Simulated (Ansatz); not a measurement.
# AlGeNH4O (SMILES [NH2][GeH]1[O][AlH]1) at r2SCAN/6-31G(d) (spherical functions)

Aim: the energy change on altering one bond length of AlGeNH4O at r2SCAN/6-31G* (spherical functions), from 2 runs. 

The results are computed with Ansatz 0.2.0.

128 further runs of the same task are left out: 128 set aside as unsound or not needed.

## 1. Starting point

AlGeNH4O has 8 atoms, charge 0, and is taken as a singlet. SMILES: `[NH2][GeH]1[O][AlH]1`. The shape is that of a PBE0-D4/def2-TZVP optimisation. This is one conformer, not always the lowest.

Bond lengths: N1–Ge2 1.822 Å, Ge2–O3 1.896 Å, Ge2–Al4 2.331 Å, O3–Al4 1.699 Å, N1–H5 1.009 Å, N1–H6 1.008 Å, Ge2–H7 1.543 Å, Al4–H8 1.577 Å. Some angles: N1–Ge2–O3 114.7°, N1–Ge2–Al4 126.9°, O3–Ge2–Al4 46.0°, Ge2–O3–Al4 80.7°, Ge2–Al4–O3 53.4°, N1–Ge2–H7 103.9°, O3–Ge2–H7 108.8°, Al4–Ge2–H7 128.4°, Ge2–N1–H5 116.8°, Ge2–N1–H6 117.5°.

## 2. A single-point energy at r2SCAN/6-31G(d) (spherical functions)

job.yaml

```yaml
basis:
  gaussian: {orbitals: 6-31G_st_-spherical.json}
crystal:
  periodic: [false, false, false]
  atoms:
    - {symbol: "N", position_ang: [-1.000700, 1.330400, 0.514400]}
    - {symbol: Ge, position_ang: [0.239100, 0.000100, 0.626900]}
    - {symbol: O, position_ang: [1.177500, -0.346000, -0.983500]}
    - {symbol: Al, position_ang: [0.431500, -1.856900, -0.769100]}
    - {symbol: H, position_ang: [-0.662600, 2.276400, 0.611900]}
    - {symbol: H, position_ang: [-1.682100, 1.271200, -0.226100]}
    - {symbol: H, position_ang: [1.237900, 0.511900, 1.685400]}
    - {symbol: H, position_ang: [0.351700, -3.244100, -1.515600]}
hamiltonian: {xc: {name: r2SCAN}}
total_charge: 0
output: {orbitals: {seedname: orbitals}}
accuracy: high
```

The basis set 6-31G* is read from a file made from the Basis Set Exchange's data (not shown).

Command:

```sh
$ ansatz run job.yaml --threads 1 --pin off --max-ram 3480MiB --events-out events.jsonl --progress --plain --runs-dir runs
```

The program printed:

```text
Warning: RAYON_NUM_THREADS=1 ignored (pool sized by the plan → 1); use --threads N
Functional definition: r2SCAN
  name "r2SCAN"
  parameter k0 = 0.174
  parameter k1 = 0.065
  parameter a1 = 4.9479
  exchange = r2scan_x(k0 = k0, k1 = k1, a1 = a1)
  correlation = r2scan_c
1871 factors; integrals over basis functions are off by at most 4.7e-9 eV
mean field evaluation 1: about -66693.1973 eV, gradient 8.3e1 eV
mean field evaluation 2: about -66539.9585 eV, gradient 2.1e2 eV
mean field evaluation 4: about -66703.9050 eV, gradient 3.6e1 eV
mean field evaluation 8: about -66706.5477 eV, gradient 2.9e-1 eV
mean field evaluation 16: about -66706.5446 eV, gradient 1.2e-4 eV
mean field -66706.54457004 eV, -2451.4202976292 hartree, gradient 1.5e-8 eV, S^2 0.000000; 0 other end points of the search recorded, 0 dependent functions left out
reference -66706.54457111 eV, -2451.4202976683 hartree; 32, 32 occupied and 54, 54 virtual orbitals, 1871 factors
Total energy: -66706.54457111 eV, -2451.4202976683 hartree
```

It took 15 s on 1 thread of Arm Neoverse V2, shared host; peak memory 0.28 GiB.

## 3. The distorted shape at the same level

run.yaml

```yaml
crystal:
  periodic: [false, false, false]
  atoms:
    - {symbol: "N", position_ang: [-1.169755, 0.857386, 0.465649]}
    - {symbol: Ge, position_ang: [0.070045, -0.472914, 0.578149]}
    - {symbol: O, position_ang: [1.008445, -0.819014, -1.032251]}
    - {symbol: Al, position_ang: [0.262445, -2.329914, -0.817851]}
    - {symbol: H, position_ang: [-0.662600, 2.276400, 0.611900]}
    - {symbol: H, position_ang: [-1.851155, 0.798186, -0.274851]}
    - {symbol: H, position_ang: [1.068845, 0.038886, 1.636649]}
    - {symbol: H, position_ang: [0.182645, -3.717114, -1.564351]}
basis:
  gaussian: {orbitals: 6-31G_st_-spherical.json}
accuracy: high
output: {orbitals: {seedname: orbitals}}
hamiltonian: {xc: {name: r2SCAN}}
```

The basis set 6-31G* is read from a file made from the Basis Set Exchange's data (not shown).

Command:

```sh
$ ansatz run run.yaml --threads 1 --pin off --max-ram 3480MiB --events-out events.jsonl --progress --plain --runs-dir runs
```

The program printed, cut to the lines that bear on the results:

```text
Warning: RAYON_NUM_THREADS=1 ignored (pool sized by the plan → 1); use --threads N
[... 7 set-up lines as earlier in the session ...]
1870 factors; integrals over basis functions are off by at most 4.6e-9 eV
mean field evaluation 1: about -66690.0374 eV, gradient 8.3e1 eV
mean field evaluation 2: about -66525.6651 eV, gradient 2.2e2 eV
mean field evaluation 4: about -66700.4448 eV, gradient 4.2e1 eV
mean field evaluation 8: about -66704.3715 eV, gradient 3.6e-1 eV
mean field evaluation 16: about -66704.3706 eV, gradient 2.6e-4 eV
mean field -66704.37055853 eV, -2451.3404041795 hartree, gradient 5.7e-8 eV, S^2 0.000000; 0 other end points of the search recorded, 0 dependent functions left out
reference -66704.37055958 eV, -2451.3404042184 hartree; 32, 32 occupied and 54, 54 virtual orbitals, 1870 factors
Total energy: -66704.37055958 eV, -2451.3404042184 hartree
```

It took 17 s on 1 thread of Arm Neoverse V2, shared host; peak memory 0.28 GiB.

## 4. Summary of results

At r2SCAN/6-31G* (spherical functions):

```
                                                         quantity           value
                                        first shape: total energy  -2451.42030 Eh
                                         first shape: HOMO energy        -5.29 eV
                                         first shape: LUMO energy        -1.68 eV
                                       first shape: HOMO–LUMO gap         3.61 eV
                                    distorted shape: total energy  -2451.34040 Eh
                                     distorted shape: HOMO energy        -5.38 eV
                                     distorted shape: LUMO energy        -2.16 eV
                                   distorted shape: HOMO–LUMO gap         3.22 eV
energy change with the N1–H5 bond stretched from 1.009 to 1.514 Å        2.174 eV
```

In words: With the N1–H5 bond stretched from 1.009 to 1.514 Å the energy rises by 2.17 eV (210 kJ/mol). The first shape isn't relaxed at this level, so the change isn't measured from a minimum.
